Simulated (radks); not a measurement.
# Taking charge from the 5p level of Ho²⁺ in fractions

An exercise on one series of results from a longer session: the logs are not shown, and one member is left open.

Program: radks (a radial shooting solver on a logarithmic mesh, Libxc functionals) version 1. Level of theory: scalar-relativistic Kohn-Sham, PBEsol, spin-unpolarised, spherical densities, point nucleus. These are calculated values, not measurements, unless marked.

## The atom as given

* element: holmium (Z = 67)
* charge: +2
* electrons: 65
* configuration: [Xe] 4f11

The outer shells:

Ho²⁺
```
[Xe] core
4f [↑↓][↑↓][↑↓][↑↓][↑ ][↑ ][↑ ]
```

Set-up of the first run:

Settings of this run:

```text
Z 67
configuration [Xe] 4f11
relativity scalar-relativistic
functional pbe_sol,pbe_sol
spin unpolarised
nucleus point
c 137.035999084
```

Steps of the session up to this table: Start: [Xe] 4f11.

One table of the session follows, with a row left open; its other results are not shown here.

It belongs to the step «Start: [Xe] 4f11». Sizes of the orbitals, from the radial functions (bohr):

| level | <r> | outermost maximum (interpolated) | 90 % within | nodes |
| --- | --- | --- | --- | --- |
| 3p | 0.2289 | 0.208 | 0.342 | 1 |
| 3d | 0.2079 | 0.170 | 0.323 | 0 |
| 4s | 0.5190 | 0.484 | 0.746 | 3 |
| 4p | 0.5503 | 0.506 | 0.801 | 2 |
| 4d | ? | ? | ? | ? |
| 5s | 1.275 | 1.13 | 1.84 | 4 |
| 5p | 1.509 | 1.30 | 2.22 | 3 |
| 4f | 0.8420 | 0.524 | 1.48 | 0 |

**Question.** Estimate the row for 4d.

The run gave: <r>: 0.5968; outermost maximum (interpolated): 0.523; 90 % within: 0.898; nodes: 1. In the column «<r>» it lies between 4p (0.5503) and 4f (0.8420).
